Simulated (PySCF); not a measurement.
# C5H6S2 (3-(methylthio)thiophene): the cost of one run

Computed with PySCF 2.14.0 and routines of our own; the level stands in each step. Atoms count from 0.

## 1. The starting structure

13 atoms, charge 0, multiplicity 1; geometry from: GFN2-xTB.

## 2. Optimising the geometry at PBE0-D3(BJ)/def2-SVP

What the job is given:

```
{"job": {"xc": "PBE0", "basis": "def2-SVP", "d3": "d3bj", "grid": 2, "kind": "geom"}, "charge": 0, "multiplicity": 1}
C      2.460741    -0.103456    -0.001519
S      1.233059     1.159063    -0.435906
C     -0.278736     0.323688    -0.112314
C     -1.520554     0.978678    -0.339845
C     -2.580183     0.194674    -0.036628
S     -2.099905    -1.356112     0.531505
C     -0.435479    -0.942767     0.357412
H      2.327945    -0.975614    -0.634595
H      2.363942    -0.363406     1.048323
H      3.431375     0.345645    -0.185545
H     -1.588520     1.983824    -0.712960
H     -3.623455     0.427164    -0.111125
H      0.305384    -1.670895     0.615469
```

Launch:

```console
$ OMP_NUM_THREADS=1 python excited_run.py task.json out
```

The driver reads the jobs from task.json and runs them one after another.

**Question.** How long does this first job take on 1 thread of AMD EPYC 9R14, shared host, and how much memory does it need?

About 29 s, with a peak of 0.69 GiB.
